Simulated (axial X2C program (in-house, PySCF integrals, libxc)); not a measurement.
# TaH⁻: properties at the nuclei

Aim: properties at the nuclei of TaH⁻, with spin–orbit coupling in the Hamiltonian from the start.

Computed with an in-house X2C program for linear molecules on PySCF integrals. Level: two-component X2C with atomic mean-field terms, Ta dyall-acv3z, H dyall-av3z.

All values are calculated.

### 1 Set-up

File task.json:

```json
{"zs": [73, 1], "q": -1, "bas": ["dyall-acv3z", "dyall-av3z"], "r0": 1.78, "levels": ["PBE0", "HF", "LDA", "B3LYP", "PBE50"], "nst": 3}
```

Keys: zs atomic numbers; q charge; bas basis sets; r0 starting distance in Å; levels methods (HF also brings MP2); nst determinants followed.

Command:

```sh
python soeom.py task.json out
```

Nuclei are Gaussian, cores are contracted, and the Gaunt term is on.

### 2 Expectation values, lowest determinant

R = 1.809 Å. State: Ω = 1/2 (excess of +ω over −ω: ω = 1/2).

Output of the PBE0 run:

```text
two-component X2C + atomic mean field  PBE0
basis functions 220  fitting functions 1084  grid points 5071
iter        total energy     max residual
   1     -15600.576335614     1.23e+01
   2     -15603.956315046     5.70e-02
   3     -15601.641435603     1.86e-01
   4     -15604.015687956     3.10e-02
   5     -15604.062548748     8.91e-03
   6     -15604.060542658     1.59e-02
   7     -15604.066035574     1.20e-03
   8     -15604.066200627     9.97e-04
   9     -15604.066258972     2.41e-04
  10     -15604.066281321     2.15e-04
  11     -15604.066294370     1.05e-04
  12     -15604.066299607     6.11e-05
  13     -15604.066300751     9.37e-06
  14     -15604.066300796     4.56e-06
  15     -15604.066300803     2.27e-06
  16     -15604.066300803     1.21e-06
converged
one-electron -21458.67222809  Coulomb 6167.61581470  exact exchange -78.97186313  xc functional -242.04516818  nuclear repulsion 21.35430425  atomic mean-field constant -13.34716036
```

The highest occupied spinor is 46% Ta s, 21% Ta p, 19% Ta d.

```csv
level,Eeff magnitude (GV/cm),Ws magnitude Ta (kHz),A∥/gI Ta (MHz),qzz Ta (a.u.),A∥/gI H (MHz),qzz H (a.u.)
PBE0,1.94,4.19,457,-6.09,15,0.09
HF,14.7,31.7,-1500,-4.77,9.6,0.10
LDA,0.385,0.92,870,-5.29,13.5,0.08
B3LYP,0.223,0.36,939,-5.82,12.4,0.08
PBE50,8.89,18.5,43.5,-6.57,13.7,0.09
```

Eeff is the effective electric field on the electron dipole moment in this Ω state and Ws the scalar–pseudoscalar constant (defined with the proton number Z and per Ω); A∥ is the parallel hyperfine constant, which follows by multiplying with the nuclear g factor gI = μI/(I μN); qzz is the electric field gradient, eQq0 = 234.96 MHz × Q/barn × qzz. The operators were transformed with the bare-nucleus X2C matrices.

### 3 Expectation values, a higher determinant

R = 1.809 Å. State: Ω = 1/2 (excess of +ω over −ω: ω = -1/2, ω = -3/2, ω = 5/2), 0.19 eV above the lowest in the PBE0 search for states (made at or near this distance, with looser thresholds).

Output of the PBE0 run:

```text
two-component X2C + atomic mean field  PBE0
basis functions 220  fitting functions 1084  grid points 5071
iter        total energy     max residual
   1     -15600.614485563     1.30e+01
   2     -15603.960050750     5.75e-02
   3     -15602.366260449     2.39e-01
   4     -15604.026615859     2.72e-02
   5     -15604.056766927     9.10e-03
   6     -15604.057375157     9.99e-03
   7     -15604.059261229     1.32e-03
   8     -15604.059439600     7.66e-04
   9     -15604.059519938     3.12e-04
  10     -15604.059547635     1.35e-04
  11     -15604.059553207     5.66e-05
  12     -15604.059554337     2.58e-05
  13     -15604.059554518     6.21e-06
  14     -15604.059554529     2.95e-06
  15     -15604.059554531     6.43e-07
converged
one-electron -21458.25921506  Coulomb 6167.21670298  exact exchange -78.97477281  xc functional -242.04941353  nuclear repulsion 21.35430425  atomic mean-field constant -13.34716036
```

The highest occupied spinor is 99% Ta d.

```csv
level,Eeff magnitude (GV/cm),Ws magnitude Ta (kHz),A∥/gI Ta (MHz),qzz Ta (a.u.),A∥/gI H (MHz),qzz H (a.u.)
PBE0,12,25.2,802,-1.80,-14.4,0.09
HF,21.6,47.9,2240,-1.60,-10.6,0.10
LDA,5.38,11.8,-196,-0.66,-14.7,0.08
B3LYP,8.45,18,-108,-1.43,-12.5,0.08
PBE50,16.8,35.3,1200,-2.41,-12.7,0.09
```

### 4 Expectation values, a higher determinant

R = 1.809 Å. State: Ω = 5/2 (excess of +ω over −ω: ω = 5/2), 0.39 eV above the lowest in the PBE0 search for states (made at or near this distance, with looser thresholds).

Output of the PBE0 run:

```text
two-component X2C + atomic mean field  PBE0
basis functions 220  fitting functions 1084  grid points 5071
iter        total energy     max residual
   1     -15600.609243619     1.31e+01
   2     -15603.923456047     6.49e-02
   3     -15601.466620192     2.16e-01
   4     -15603.993963795     3.65e-02
   5     -15604.045865995     9.84e-03
   6     -15604.043684352     1.96e-02
   7     -15604.050689650     1.11e-03
   8     -15604.050917938     3.06e-03
   9     -15604.051335722     1.07e-03
  10     -15604.051640751     6.18e-04
  11     -15604.052000177     3.28e-04
  12     -15604.052083051     1.29e-04
  13     -15604.052092610     1.61e-04
  14     -15604.052093160     8.36e-05
  15     -15604.052094121     1.30e-05
  16     -15604.052094196     1.96e-05
  17     -15604.052094243     2.66e-06
  18     -15604.052094245     1.76e-06
  19     -15604.052094246     4.98e-07
converged
one-electron -21458.13434363  Coulomb 6167.09605036  exact exchange -78.97383249  xc functional -242.04711238  nuclear repulsion 21.35430425  atomic mean-field constant -13.34716036
```

The highest occupied spinor is 49% Ta s, 36% Ta p, 7% H s.

```csv
level,Eeff magnitude (GV/cm),Ws magnitude Ta (kHz),A∥/gI Ta (MHz),qzz Ta (a.u.),A∥/gI H (MHz),qzz H (a.u.)
PBE0,11.3,4.51,537,-1.27,0.13,0.09
HF,19.6,8.17,741,-1.02,1.94,0.10
LDA,1.21,0.285,413,-0.02,0.905,0.08
B3LYP,6.75,2.58,363,-0.79,0.443,0.08
PBE50,16.1,6.65,616,-1.96,0.434,0.09
```

### 5 Outcome

| quantity | value |
| --- | --- |
| lowest determinant | Ω = 1/2 (excess of +ω over −ω: ω = 1/2) |
| Eeff magnitude (GV/cm), PBE0 | 1.94 |
| Ws magnitude Ta (kHz), PBE0 | 4.19 |
| A∥/gI Ta (MHz), PBE0 | 457 |
| qzz Ta (a.u.), PBE0 | -6.09 |
| higher determinant | Ω = 1/2 (excess of +ω over −ω: ω = -1/2, ω = -3/2, ω = 5/2) |
| Eeff magnitude (GV/cm), PBE0, higher determinant | 12 |
| Ws magnitude Ta (kHz), PBE0, higher determinant | 25.2 |
| A∥/gI Ta (MHz), PBE0, higher determinant | 802 |
| qzz Ta (a.u.), PBE0, higher determinant | -1.80 |
| higher determinant | Ω = 5/2 (excess of +ω over −ω: ω = 5/2) |
| Eeff magnitude (GV/cm), PBE0, higher determinant | 11.3 |
| Ws magnitude Ta (kHz), PBE0, higher determinant | 4.51 |
| A∥/gI Ta (MHz), PBE0, higher determinant | 537 |
| qzz Ta (a.u.), PBE0, higher determinant | -1.27 |

**Reading.** In the first state, the effective field runs from 0.223 to 14.7 GV/cm over the mean-field levels, so the levels don't agree on it. The expectation values come from single determinants, which for open shells can mix terms of unlike spin or miss the lowest Ω, so a determinant need not be a state. Eeff is the effective electric field on the electron dipole moment in this Ω state and Ws the scalar–pseudoscalar constant (defined with the proton number Z and per Ω); A∥ is the parallel hyperfine constant, which follows by multiplying with the nuclear g factor gI = μI/(I μN); qzz is the electric field gradient, eQq0 = 234.96 MHz × Q/barn × qzz. The operators were transformed with the bare-nucleus X2C matrices.
